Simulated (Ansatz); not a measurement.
Write a Python script for the Python package of Ansatz (0.2.0) that makes harmonic frequencies at the relaxed geometry of C₂H₅NOSi, SMILES C#C[SiH](N)O. Level of theory (for the species named): B3LYP, def2-SVP basis, multiplicity 1, D4 dispersion.

```xyz
10

C     2.3344   -0.6192   -0.7490
C     1.2675   -0.2560   -0.3225
Si   -0.3406    0.2913    0.3201
N    -1.6168   -0.8334   -0.2335
O    -0.6815    1.8711   -0.2577
H     3.2713   -0.9382   -1.1237
H    -0.3020    0.3025    1.7903
H    -1.4039   -1.7635    0.1912
H    -2.5120   -0.5058    0.1933
H    -0.0163    2.4512    0.1915
```

Script `freq.py`:
```python
import ansatz as az
from ase import Atoms
from ase.thermochemistry import IdealGasThermo
import numpy as np


def main() -> None:
    mol = (
        az.Crystal.molecule()
        .atom('C', [2.3344, -0.6192, -0.749])
        .atom('C', [1.2675, -0.256, -0.3225])
        .atom('Si', [-0.3406, 0.2913, 0.3201])
        .atom('N', [-1.6168, -0.8334, -0.2335])
        .atom('O', [-0.6815, 1.8711, -0.2577])
        .atom('H', [3.2713, -0.9382, -1.1237])
        .atom('H', [-0.302, 0.3025, 1.7903])
        .atom('H', [-1.4039, -1.7635, 0.1912])
        .atom('H', [-2.512, -0.5058, 0.1933])
        .atom('H', [-0.0163, 2.4512, 0.1915])
    )

    base = (
        mol.calculation()
        .basis(gaussian='def2-SVP')
        .functional('B3LYP', dispersion='d4')
        .scf(lower_state_search='standard')
    )
    symbols = [site.symbol for site in mol.cartesian_sites]
    start = np.array([site.position_ang for site in mol.cartesian_sites], dtype=float)
    data = base.relax(force_tolerance=0.003).run(threads=1, pin='off').report
    end = np.array(data['positions_ang'])

    print('final positions (A) and the move of each atom')
    for symbol, xyz, old in zip(symbols, end, start):
        print(f'{symbol:2s} {xyz[0]:10.5f} {xyz[1]:10.5f} {xyz[2]:10.5f}   {np.linalg.norm(xyz - old):7.4f}')

    minimum = az.Crystal.molecule()
    for symbol, xyz in zip(symbols, end):
        minimum = minimum.atom(symbol, xyz.tolist())
    vibrating = (
        minimum.calculation()
        .basis(gaussian='def2-SVP')
        .functional('B3LYP', dispersion='d4')
        .scf(lower_state_search='standard')
        .phonons(temperatures=(200, 600, 100))
    )
    vib = vibrating.run(threads=1, pin='off').report['vibrations']
    sums = vib['harmonic_sums']
    modes = [m['omega_inv_cm'] for m in sums['modes_at_gamma'] if m['rigid_motion'] == 'no']
    for number, w in enumerate(modes, start=1):
        print(f'mode {number:2d} {w:9.1f} 1/cm {w / 8065.544 * 1000:8.2f} meV')
    print('imaginary modes:', sum(w < 0 for w in modes), ' zero-point energy:', round(sums['zero_point_energy_ev'], 4), 'eV')
    gas = IdealGasThermo(vib_energies=[w / 8065.544 for w in modes if w > 0], geometry='linear' if len(modes) == 3 * len(symbols) - 5 else 'nonlinear',
                         atoms=Atoms(symbols, positions=end), symmetrynumber=1, spin=0.0)
    print(f'H(298 K) - E = {gas.get_enthalpy(298.15, verbose=False):.4f} eV')
    print(f'S(298 K, 1 bar) = {96485.33 * gas.get_entropy(298.15, 1e5, verbose=False):.1f} J/(mol K) with symmetry number 1')


if __name__ == '__main__':
    main()
```

```console
$ python freq.py
final positions (A) and the move of each atom
C     2.35529   -0.59082   -0.63368    0.1206
C     1.27112   -0.26353   -0.18556    0.1372
Si   -0.35607    0.28066    0.49237    0.1733
N    -1.56927   -0.86643    0.11515    0.3534
O    -0.66656    1.77807   -0.17977    0.1223
H     3.31050   -0.88971   -1.02592    0.1160
H    -0.28932    0.35640    1.97404    0.1919
H    -1.79266   -1.11092   -0.84425    1.2842
H    -2.36543   -0.99144    0.73092    0.7392
H     0.10249    2.29773   -0.44331    0.6638
mode  1     107.2 1/cm    13.29 meV
mode  2     148.3 1/cm    18.38 meV
mode  3     164.2 1/cm    20.36 meV
mode  4     202.7 1/cm    25.14 meV
mode  5     284.8 1/cm    35.32 meV
mode  6     370.8 1/cm    45.97 meV
mode  7     383.6 1/cm    47.56 meV
mode  8     402.6 1/cm    49.92 meV
mode  9     605.8 1/cm    75.10 meV
mode 10     734.5 1/cm    91.07 meV
mode 11     739.7 1/cm    91.71 meV
mode 12     746.4 1/cm    92.54 meV
mode 13     803.3 1/cm    99.60 meV
mode 14     835.0 1/cm   103.53 meV
mode 15     875.6 1/cm   108.56 meV
mode 16     902.2 1/cm   111.86 meV
mode 17     966.9 1/cm   119.88 meV
mode 18    1538.7 1/cm   190.77 meV
mode 19    2148.7 1/cm   266.40 meV
mode 20    2252.1 1/cm   279.23 meV
mode 21    3454.9 1/cm   428.36 meV
mode 22    3578.7 1/cm   443.70 meV
mode 23    3675.5 1/cm   455.70 meV
mode 24    3866.1 1/cm   479.33 meV
imaginary modes: 0  zero-point energy: 1.8466 eV
H(298 K) - E = 2.0775 eV
S(298 K, 1 bar) = 347.5 J/(mol K) with symmetry number 1
```

What to keep in mind:
- The settings weren't tested for convergence.
- The frequencies are harmonic and unscaled, in a modest basis. The result belongs to the one conformer reached from this start, and soft torsions count as harmonic oscillators.
- b3lyp holds the VWN-RPA fit, as in Gaussian; the form of ORCA and Turbomole is b3lyp5.
- The entropy takes a symmetry number of 1; a symmetric molecule's is lower by R ln(sigma).
- Wall time of the script: 3.9 min on 1 thread of Intel(R) Xeon(R) Platinum 8488C (Sapphire Rapids), with other jobs on the host, peak memory 0.33 GiB.

(Lines on the test bed's own set-up are left out of the output.)
